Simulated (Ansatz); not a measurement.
# Al11N11 wurtzite off sphere (Al₁₁N₁₁H₂₈): the relaxed shape and its frontier levels

What does Al11N11 wurtzite off sphere (Al₁₁N₁₁H₂₈) look like as a singlet, and where do its frontier electrons sit?

Method: RKS PBE0-D4/def2-TZVP; program: Ansatz 0.2.0, Gaussian basis.

Plan: relaxation at PBE-D4/def2-SVP; a single point at PBE0-D4/def2-TZVP.

## 1. The starting structure

50 atoms, charge 0, spin multiplicity 1.

Atoms are counted from 1 here; the program's logs count them from 0.

Bond lengths: Al1–N2 1.939 Å, Al1–N5 1.874 Å, Al1–H23 1.575 Å, Al1–H24 1.577 Å, N2–Al7 1.952 Å, N2–H25 1.022 Å, N2–H26 1.023 Å, Al3–N4 1.936 Å, Al3–N5 1.833 Å, Al3–N14 1.944 Å, Al3–H27 1.533 Å, N4–Al9 1.938 Å, N4–H28 1.030 Å, N4–H29 1.021 Å, N5–Al6 1.865 Å, N5–Al15 1.854 Å, Al6–N8 1.918 Å, Al6–N10 1.865 Å and more. Angles: N2–Al1–N5 104.7°, N2–Al1–H23 107.2°, N2–Al1–H24 106.1°, N5–Al1–H23 107.7°, N5–Al1–H24 107.4°, H23–Al1–H24 122.5°, Al1–N2–Al7 115.5°, Al1–N2–H25 110.5°, Al1–N2–H26 107.8°, Al7–N2–H25 109.6°, Al7–N2–H26 107.7°, H25–N2–H26 105.2°, N4–Al3–N5 108.0°, N4–Al3–N14 102.7°, N4–Al3–H27 110.8°, N5–Al3–N14 104.0°, N5–Al3–H27 121.1°, N14–Al3–H27 108.3° and more.

The start is a GFN2-xTB geometry.

## 2. Relaxation at PBE-D4/def2-SVP

Contents of in.yaml:

```yaml
crystal:
  periodic: [false, false, false]
  atoms:
    - {symbol: Al, position_ang: [0.345280, -3.309890, -0.044040]}
    - {symbol: N, position_ang: [0.300370, -3.316010, 1.894220]}
    - {symbol: Al, position_ang: [0.235720, -1.738290, -2.326190]}
    - {symbol: N, position_ang: [-1.312370, -0.758180, -2.952290]}
    - {symbol: N, position_ang: [0.365880, -1.495850, -0.514240]}
    - {symbol: Al, position_ang: [-1.151760, -0.666530, 0.183040]}
    - {symbol: Al, position_ang: [0.425250, -1.562850, 2.742310]}
    - {symbol: N, position_ang: [-1.095600, -0.633670, 2.099660]}
    - {symbol: Al, position_ang: [-1.388860, 1.073140, -2.323760]}
    - {symbol: N, position_ang: [-1.112860, 1.063370, -0.511800]}
    - {symbol: Al, position_ang: [-2.695360, 1.950520, -0.041170]}
    - {symbol: Al, position_ang: [-1.139040, 1.147590, 2.743890]}
    - {symbol: N, position_ang: [-2.719100, 1.918580, 1.896300]}
    - {symbol: N, position_ang: [1.716890, -0.705590, -3.047720]}
    - {symbol: Al, position_ang: [1.938370, -0.711660, 0.078070]}
    - {symbol: N, position_ang: [1.930700, -0.722390, 1.967790]}
    - {symbol: Al, position_ang: [1.894160, 1.097040, -2.376580]}
    - {symbol: N, position_ang: [0.243020, 1.843280, -3.046720]}
    - {symbol: N, position_ang: [1.904440, 1.100330, -0.521730]}
    - {symbol: Al, position_ang: [0.351960, 2.034120, 0.080200]}
    - {symbol: Al, position_ang: [1.719300, 0.991720, 2.792400]}
    - {symbol: N, position_ang: [0.340770, 2.032840, 1.969370]}
    - {symbol: H, position_ang: [-1.019150, -3.917180, -0.542880]}
    - {symbol: H, position_ang: [1.742140, -3.917890, -0.449790]}
    - {symbol: H, position_ang: [-0.534140, -3.800980, 2.231650]}
    - {symbol: H, position_ang: [1.088870, -3.877910, 2.223250]}
    - {symbol: H, position_ang: [0.279370, -3.140760, -2.943610]}
    - {symbol: H, position_ang: [-2.044420, -1.181310, -2.364530]}
    - {symbol: H, position_ang: [-1.597420, -0.922640, -3.918970]}
    - {symbol: H, position_ang: [-2.478570, -1.432170, -0.214320]}
    - {symbol: H, position_ang: [0.419580, -1.949820, 4.227670]}
    - {symbol: H, position_ang: [-1.949980, -1.125190, 2.389270]}
    - {symbol: H, position_ang: [-2.584800, 1.807070, -2.940780]}
    - {symbol: H, position_ang: [-3.902600, 1.068370, -0.536520]}
    - {symbol: H, position_ang: [-2.526200, 3.464280, -0.451800]}
    - {symbol: H, position_ang: [-1.477620, 1.336130, 4.229070]}
    - {symbol: H, position_ang: [-3.557920, 1.443340, 2.236520]}
    - {symbol: H, position_ang: [-2.807130, 2.884290, 2.220880]}
    - {symbol: H, position_ang: [1.876290, -0.808570, -4.050990]}
    - {symbol: H, position_ang: [2.492920, -1.194290, -2.583540]}
    - {symbol: H, position_ang: [3.255360, -1.324490, -0.527570]}
    - {symbol: H, position_ang: [2.829380, -1.100220, 2.281720]}
    - {symbol: H, position_ang: [3.082590, 1.784250, -3.054220]}
    - {symbol: H, position_ang: [0.234840, 2.036090, -4.049380]}
    - {symbol: H, position_ang: [0.207820, 2.758130, -2.579510]}
    - {symbol: H, position_ang: [2.714110, 1.566730, -0.097040]}
    - {symbol: H, position_ang: [0.479520, 3.481440, -0.524520]}
    - {symbol: H, position_ang: [1.152680, 0.664100, 4.236370]}
    - {symbol: H, position_ang: [3.064610, 1.767800, 2.528440]}
    - {symbol: H, position_ang: [0.462720, 2.999790, 2.284100]}
basis:
  gaussian: {orbitals: def2-SVP, fitting: {mean_field: def2-universal-jkfit}}
hamiltonian: {xc: pbe, dispersion: d4}
scf: {lower_state_search: "off"}
output: {orbitals: {seedname: orbitals}}
relax: {f_tol: 0.03, max_steps: 70}
```

Launch:

```sh
$ ansatz run in.yaml --threads 2 --pin off --events-out ev --progress --plain --max-ram 32768MiB --backend cuda --devices 0, --max-vram 18GiB
```

Log, cut to the lines that bear on the results:

```text
Functional definition: PBE
  name "PBE"
  cite "Perdew, Burke & Ernzerhof, Phys. Rev. Lett. 77, 3865 (1996) doi:10.1103/PhysRevLett.77.3865"
  parent pbe
[...]
2759 factors; integrals over basis functions are off by at most 3.1e-1 eV
[...]
mean field -89343.58662251 eV, -3283.3162491193 hartree, gradient 4.8e-6 eV, S^2 0.000000; 0 other end points of the search recorded, 0 dependent functions left out
[...]
reference -89343.58671346 eV, -3283.3162524614 hartree; 124, 124 occupied and 368, 368 virtual orbitals, 2759 factors
relax step   1: F+E_penalty+E_count = -89346.84150721 eV  Δ(F+E_penalty+E_count) = +0.000e0 eV  max|allowed force component| = 1.217e0 eV/Å  Δτ_max = 0.0000 Å  (19 SCF iters, accepted)
[...]
relax step   3: F+E_penalty+E_count = -89348.07146244 eV  Δ(F+E_penalty+E_count) = -1.704e-1 eV  max|allowed force component| = 1.706e-1 eV/Å  Δτ_max = 0.1940 Å  (19 SCF iters, accepted)
[...]
relax step   5: F+E_penalty+E_count = -89348.15146780 eV  Δ(F+E_penalty+E_count) = -3.338e-2 eV  max|allowed force component| = 1.369e-1 eV/Å  Δτ_max = 0.1951 Å  (20 SCF iters, accepted)
[...]
relax step   7: F+E_penalty+E_count = -89348.19276522 eV  Δ(F+E_penalty+E_count) = -1.157e-2 eV  max|allowed force component| = 1.383e-1 eV/Å  Δτ_max = 0.2000 Å  (20 SCF iters, accepted)
[...]
Atom 35 at    -1.359008     1.160909     4.382581 Å, force    -0.000836    -0.000799     0.000386 eV/Å
Atom 36 at    -3.664198     1.429342     2.337138 Å, force    -0.002165     0.001150     0.000664 eV/Å
Atom 37 at    -2.934467     2.881014     2.380135 Å, force     0.001077     0.000590     0.000481 eV/Å
Atom 38 at     1.938075    -0.755890    -4.073217 Å, force     0.000570     0.000607    -0.000444 eV/Å
Atom 39 at     2.681873    -1.185768    -2.687451 Å, force    -0.000292    -0.000024     0.000099 eV/Å
Atom 40 at     3.272106    -1.445420    -0.457895 Å, force    -0.000363    -0.001548     0.000823 eV/Å
Atom 41 at     2.691460    -1.155855     2.387498 Å, force     0.003010    -0.002140     0.000384 eV/Å
Atom 42 at     3.281698     1.897379    -3.027847 Å, force    -0.000312    -0.000173    -0.000941 eV/Å
Atom 43 at     0.311742     2.058886    -4.072124 Å, force     0.000771     0.000202    -0.000403 eV/Å
Atom 44 at     0.311207     2.917216    -2.685886 Å, force    -0.000154    -0.000207     0.000047 eV/Å
Atom 45 at     2.627084     1.517713    -0.090321 Å, force    -0.000599    -0.000412     0.001983 eV/Å
Atom 46 at     0.381968     3.556881    -0.455809 Å, force    -0.001583     0.000467     0.000966 eV/Å
Atom 47 at     2.018842     1.164241     4.286972 Å, force     0.000529     0.000487    -0.001950 eV/Å
Atom 48 at     3.209791     1.853031     1.882928 Å, force    -0.000552    -0.000135    -0.001740 eV/Å
Atom 49 at     0.344612     2.907441     2.389133 Å, force    -0.000335     0.003827     0.000398 eV/Å
Dipole moment:    -0.097156    -0.054968    -1.009047 e Å
Checks for a lower state left out: stability, starts, cluster_reference, orbital_swaps, neighbouring_geometries, increment
```

Wall time 70 s (1 × H100 (card shared with other runs) with 2 threads of AMD EPYC 7R13, shared host).

Step by step:

```
step  energy from step 1 (eV)  largest force component (eV/Å)
   1                   0.0000                          1.2175
   2                  -1.0595                          0.5436
   3                  -1.2300                          0.1706
   4                  -1.2766                          0.1070
   5                  -1.3100                          0.1369
   6                  -1.3397                          0.0605
   7                  -1.3513                          0.1383
   8                  -1.3565                          0.0417
   9                  -1.3569                          0.0056
```

Distances of close pairs at the start and the end, largest changes first:

```
    bond  before (Å)  after (Å)  change (Å)
  Al1–N5       1.874      1.957      +0.083
N10–Al11       1.874      1.957      +0.083
 Al9–H33       1.533      1.598      +0.065
 Al3–H27       1.533      1.598      +0.065
Al17–H43       1.531      1.596      +0.065
Al12–H36       1.535      1.600      +0.065
 Al7–H31       1.535      1.600      +0.065
 Al6–N10       1.865      1.924      +0.059
```

Bonds by kind at the end (by distance):

```
bond  count  shortest (Å)  longest (Å)
Al–N     30         1.878        1.993
Al–H     14         1.596        1.625
 H–N     14         1.032        1.041
```

## 3. Single point, PBE0-D4/def2-TZVP

start.molden holds the orbitals of an earlier run on this state, given as this run's starting guess.

Contents of in.yaml:

```yaml
crystal:
  periodic: [false, false, false]
  atoms:
    - {symbol: Al, position_ang: [0.317374, -3.507314, 0.013066]}
    - {symbol: N, position_ang: [0.257744, -3.408340, 2.002700]}
    - {symbol: Al, position_ang: [0.315269, -1.748025, -2.400033]}
    - {symbol: N, position_ang: [-1.228801, -0.708844, -3.027073]}
    - {symbol: N, position_ang: [0.318594, -1.626004, -0.526193]}
    - {symbol: Al, position_ang: [-1.264067, -0.730347, 0.101155]}
    - {symbol: Al, position_ang: [0.332903, -1.622321, 2.787581]}
    - {symbol: N, position_ang: [-1.175939, -0.679983, 2.045918]}
    - {symbol: Al, position_ang: [-1.357723, 1.147520, -2.398858]}
    - {symbol: N, position_ang: [-1.249638, 1.088458, -0.525100]}
    - {symbol: Al, position_ang: [-2.879978, 2.026634, 0.015260]}
    - {symbol: Al, position_ang: [-1.237906, 1.097432, 2.788694]}
    - {symbol: N, position_ang: [-2.822419, 1.925969, 2.004884]}
    - {symbol: N, position_ang: [1.847017, -0.684460, -3.047477]}
    - {symbol: Al, position_ang: [1.911109, -0.784365, 0.107322]}
    - {symbol: N, position_ang: [1.830472, -0.708306, 2.026400]}
    - {symbol: Al, position_ang: [2.008393, 1.161355, -2.408347]}
    - {symbol: N, position_ang: [0.328436, 1.943766, -3.046450]}
    - {symbol: N, position_ang: [1.812229, 1.047148, -0.534961]}
    - {symbol: Al, position_ang: [0.275225, 2.047252, 0.108491]}
    - {symbol: Al, position_ang: [1.983326, 1.144444, 2.680309]}
    - {symbol: N, position_ang: [0.301897, 1.938226, 2.027490]}
    - {symbol: H, position_ang: [-1.052834, -4.228105, -0.432544]}
    - {symbol: H, position_ang: [1.753648, -4.162736, -0.319494]}
    - {symbol: H, position_ang: [-0.593826, -3.888584, 2.334085]}
    - {symbol: H, position_ang: [1.028124, -3.983720, 2.378106]}
    - {symbol: H, position_ang: [0.346818, -3.182383, -3.104409]}
    - {symbol: H, position_ang: [-2.058673, -1.188483, -2.626283]}
    - {symbol: H, position_ang: [-1.363973, -0.786495, -4.047252]}
    - {symbol: H, position_ang: [-2.595795, -1.499779, -0.390558]}
    - {symbol: H, position_ang: [0.328264, -1.759936, 4.381384]}
    - {symbol: H, position_ang: [-2.022795, -1.169227, 2.385581]}
    - {symbol: H, position_ang: [-2.585060, 1.891358, -3.102335]}
    - {symbol: H, position_ang: [-4.188813, 1.198858, -0.428986]}
    - {symbol: H, position_ang: [-2.731375, 3.598231, -0.317928]}
    - {symbol: H, position_ang: [-1.359008, 1.160909, 4.382581]}
    - {symbol: H, position_ang: [-3.664198, 1.429342, 2.337138]}
    - {symbol: H, position_ang: [-2.934467, 2.881014, 2.380135]}
    - {symbol: H, position_ang: [1.938075, -0.755890, -4.073217]}
    - {symbol: H, position_ang: [2.681873, -1.185768, -2.687451]}
    - {symbol: H, position_ang: [3.272106, -1.445420, -0.457895]}
    - {symbol: H, position_ang: [2.691460, -1.155855, 2.387498]}
    - {symbol: H, position_ang: [3.281698, 1.897379, -3.027847]}
    - {symbol: H, position_ang: [0.311742, 2.058886, -4.072124]}
    - {symbol: H, position_ang: [0.311207, 2.917216, -2.685886]}
    - {symbol: H, position_ang: [2.627084, 1.517713, -0.090321]}
    - {symbol: H, position_ang: [0.381968, 3.556881, -0.455809]}
    - {symbol: H, position_ang: [2.018842, 1.164241, 4.286972]}
    - {symbol: H, position_ang: [3.209791, 1.853031, 1.882928]}
    - {symbol: H, position_ang: [0.344612, 2.907441, 2.389133]}
basis:
  gaussian: {orbitals: def2-TZVP, fitting: {mean_field: def2-universal-jkfit}, initial_orbitals: start.molden}
hamiltonian: {xc: pbe0, dispersion: d4}
scf: {omitted_lower_state_checks: [starts]}
output: {orbitals: {seedname: orbitals}}
```

The command is unchanged.

Log, cut to the lines that bear on the results:

```text
Functional definition: PBE0
  name "PBE0"
  cite "Adamo & Barone, J. Chem. Phys. 110, 6158 (1999) doi:10.1063/1.478522"
  cite "Perdew, Burke & Ernzerhof, Phys. Rev. Lett. 77, 3865 (1996) doi:10.1103/PhysRevLett.77.3865"
  parent pbe
[...]
2759 factors; integrals over basis functions are off by at most 6.1e-1 eV
[...]
mean field -89398.67182526 eV, -3285.3405929822 hartree, gradient 1.1e-5 eV, S^2 0.000000; 0 other end points of the search recorded, 0 dependent functions left out
reference -89398.67190649 eV, -3285.3405959673 hartree; 124, 124 occupied and 792, 792 virtual orbitals, 2759 factors
Total energy: -89401.43386148 eV, -3285.4420959411 hartree
Checks for a lower state left out: starts
```

It took 22 s on 1 × H100 (card shared with other runs) with 2 threads of AMD EPYC 7R13, shared host.

HOMO -7.35 eV, LUMO -0.76 eV.

Mulliken charges, from this run's orbitals:

Al1 0.15; N2 -0.53; Al3 0.28; N4 -0.51; N5 -0.18; Al6 0.06; Al7 0.29; N8 -0.39; Al9 0.28; N10 -0.18; Al11 0.15; Al12 0.29; N13 -0.53; N14 -0.52; Al15 0.14; N16 -0.40; Al17 0.36; N18 -0.52; N19 -0.35; Al20 0.14; Al21 0.20; N22 -0.40; H23 -0.12; H24 -0.12; H25 0.27; H26 0.27; H27 -0.08; H28 0.29; H29 0.26; H30 -0.10; H31 -0.09; H32 0.24; H33 -0.08; H34 -0.12; H35 -0.12; H36 -0.09; H37 0.27; H38 0.27; H39 0.26; H40 0.29; H41 -0.13; H42 0.24; H43 -0.10; H44 0.26; H45 0.29; H46 0.25; H47 -0.13; H48 -0.11; H49 -0.16; H50 0.24

Largest Mayer bond orders: Al6–H30 0.98; Al15–H41 0.97; Al20–H47 0.97; Al17–H43 0.96; Al7–H31 0.96; Al12–H36 0.96; Al21–H48 0.96; Al11–H34 0.94; Al1–H23 0.94; Al1–H24 0.94.

## 4. Results

```
                       quantity                            value
                    point group                               Cs
 commonest bond, hydrogen aside  Al–N, 30 of mean length 1.940 Å
HOMO, LUMO at PBE0-D4/def2-TZVP                  -7.35, -0.76 eV
      dipole at PBE-D4/def2-SVP                           4.88 D
```

The molecule keeps its bonding pattern by the stored test; the atoms moved 0.25 Å (rms), and the angle Al12–N22–Al21 went from 98° to 112°. No usable vibrations, so a minimum isn't proven. Whether this spin is the lowest isn't tested here. The point group is read from a loosely relaxed geometry; soft torsions can leave it below the true symmetry.
